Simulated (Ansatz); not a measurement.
# CH₅FOSi: how energies converge with the basis set

One table from this session's results is given with a row withheld; the runs are named, their logs left out.

Computed with Ansatz 0.2.0, Gaussian basis. Level: one geometry, several basis sets.

Levels to be run: PBE0-D4/def2-SVP; ωB97M-V/def2-SVP; PBE0-D4/def2-QZVPP; ωB97M-V/def2-QZVPP; the functionals' def2-TZVPP values are taken from earlier runs.

**Structure used throughout**

All runs share one geometry, relaxed beforehand with PBE0-D4 in a triple-zeta def2 set.

SMILES `OC[SiH2]F`, 9 atoms, charge 0, spin multiplicity 1.

Atoms are counted from 1 here; the program's logs count them from 0.

Bond lengths: O1–C2 1.422 Å, O1–H5 0.961 Å, C2–Si3 1.876 Å, C2–H6 1.100 Å, C2–H7 1.095 Å, Si3–F4 1.608 Å, Si3–H8 1.486 Å, Si3–H9 1.482 Å. Angles: C2–O1–H5 108.4°, O1–C2–Si3 111.4°, O1–C2–H6 111.7°, O1–C2–H7 106.7°, Si3–C2–H6 111.0°, Si3–C2–H7 109.6°, H6–C2–H7 106.2°, C2–Si3–F4 106.2°, C2–Si3–H8 112.2°, C2–Si3–H9 111.8°, F4–Si3–H8 108.2°, F4–Si3–H9 107.2°, H8–Si3–H9 111.0°.

Coordinates:

```
O    -0.0297    1.3716   -1.0686
C    -0.3942    0.7649    0.1647
Si    0.4358   -0.9041    0.3800
F     0.0525   -1.7660   -0.9226
H    -0.2746    0.7773   -1.7831
H    -1.4857    0.6786    0.2681
H    -0.0653    1.4433    0.9583
H    -0.0630   -1.6276    1.5779
H     1.9128   -0.7843    0.4083
```

The first run:

in.yaml

```yaml
crystal:
  periodic: [false, false, false]
  atoms:
    - {symbol: O, position_ang: [-0.029669, 1.371592, -1.068609]}
    - {symbol: C, position_ang: [-0.394214, 0.764940, 0.164666]}
    - {symbol: Si, position_ang: [0.435768, -0.904114, 0.380050]}
    - {symbol: F, position_ang: [0.052510, -1.765959, -0.922605]}
    - {symbol: H, position_ang: [-0.274593, 0.777323, -1.783130]}
    - {symbol: H, position_ang: [-1.485683, 0.678577, 0.268078]}
    - {symbol: H, position_ang: [-0.065319, 1.443270, 0.958292]}
    - {symbol: H, position_ang: [-0.063025, -1.627581, 1.577863]}
    - {symbol: H, position_ang: [1.912824, -0.784346, 0.408294]}
basis:
  gaussian: {orbitals: def2-SVP}
hamiltonian: {xc: pbe0, dispersion: d4}
output: {orbitals: {seedname: orbitals}}
```

The run is started by

```sh
> ansatz run in.yaml --threads 2 --pin off --events-out ev --progress --plain --max-ram 4352MiB
```

Among the steps run: PBE0-D4 in def2-SVP; ωB97M-V in def2-SVP; PBE0-D4 in def2-QZVPP; ωB97M-V in def2-QZVPP.

One of the session's tables, all rows but one given; the rest of the session is left out.

It belongs to the step «Functionals by basis». 

```
functional       basis  HOMO (eV)  LUMO (eV)
   PBE0-D4    def2-SVP      -7.53       0.52
   PBE0-D4  def2-TZVPP      -7.74      -0.03
   PBE0-D4  def2-QZVPP      -7.78      -0.22
   ωB97M-V    def2-SVP          ?          ?
   ωB97M-V  def2-TZVPP     -10.09       1.67
   ωB97M-V  def2-QZVPP     -10.14       1.25
```

Estimate the missing values for ωB97M-V, def2-SVP.

As computed: HOMO (eV): -9.87; LUMO (eV): 2.45. In the column «HOMO (eV)» it lies between ωB97M-V, def2-TZVPP (-10.09) and PBE0-D4, def2-QZVPP (-7.78).
